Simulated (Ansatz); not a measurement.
**GaP− (doublet): from Hartree-Fock to the top rungs, aug-cc-pVTZ**

The task here is to estimate one member of a computed series from the others.

Program: Ansatz 0.2.0, Gaussian basis. Level of theory: aug-cc-pVTZ, core rule «outside noble gas», up to 19 orbitals frozen. These are calculated values, not measurements.

The runs, in order: UHF; CCSD(T) on ROHF; CCSD(T) on UHF; BCCD(T) on ROHF; CCSDT(Q) on ROHF; CCSDT(Q) on UHF; CASSCF and MRCISD+Q, 9 electrons in 8 orbitals; CASSCF and NEVPT2, 9 electrons in 8 orbitals.

6 further runs of the same task are left out: 3 for a known fault of the program, 3 set aside as unsound or not needed.

## What is computed

The geometry is a PBE0/def2-TZVPD stationary point (not a proven minimum). No spin-orbit coupling is included. The filled d shell of Ga may be among the frozen orbitals whatever the setting's name suggests; the logs give the count.

2 atoms, charge -1, spin multiplicity 2.

Atoms are counted from 1 here; the program's logs count them from 0.

Bond lengths: P1–Ga2 2.129 Å.

The first run:

Input file in.yaml:

```yaml
crystal:
  periodic: [false, false, false]
  atoms:
    - {symbol: P, position_ang: [0.000000, 0.000000, 0.000000]}
    - {symbol: Ga, position_ang: [0.000000, 0.000000, 2.129300]}
basis:
  gaussian: {orbitals: aug-cc-pVTZ}
total_charge: -1
magnetization: {spin_polarized: true, initial_magnetization: 1}
hamiltonian: {xc: hf}
output: {orbitals: {seedname: orbitals}}
```

On the command line:

```
ansatz run in.yaml --threads 1 --pin off --events-out ev --progress --plain --max-ram 4096MiB --backend cpu
```

Steps of the session up to this table: UHF; CCSD(T) on ROHF; CCSD(T) on UHF; BCCD(T) on ROHF; CCSDT(Q) on ROHF; CCSDT(Q) on UHF; CASSCF and MRCISD+Q, 9 electrons in 8 orbitals; CASSCF and NEVPT2, 9 electrons in 8 orbitals.

One table of the session follows, with a row left open; its other results are not shown here.

```
          method  from RCCSDT(Q) (meV)
            RMP2                +899.6
            UMP2               +1121.0
           RCCSD                +588.5
           UCCSD                +574.8
        RCCSD(T)                 +73.0
        UCCSD(T)                 +83.6
         BCCD(T)                 +73.9
          RCCSDT                 +54.0
          UCCSDT                 +47.6
       RCCSDT(Q)                     0
       UCCSDT(Q)                 -10.6
  CASSCF valence               +4989.7
  NEVPT2 valence               +1115.1
  MRCISD valence                +551.8
MRCISD+Q valence                     ?
```

Estimate the missing values for MRCISD+Q valence.

As computed: from RCCSDT(Q) (meV): +86.0. In the column «from RCCSDT(Q) (meV)» it lies between UCCSD(T) (+83.6) and MRCISD valence (+551.8).

Left out of the table: ROHF, UHF (another determinant or state than the rows shown).

Limits of these values: Warnings: spin contamination; coupled cluster took another determinant than the lowest. Restricted and unrestricted rows rest on different reference determinants; where their highest levels disagree by more than a few hundredths of an eV, they describe different states and don't form one ladder.
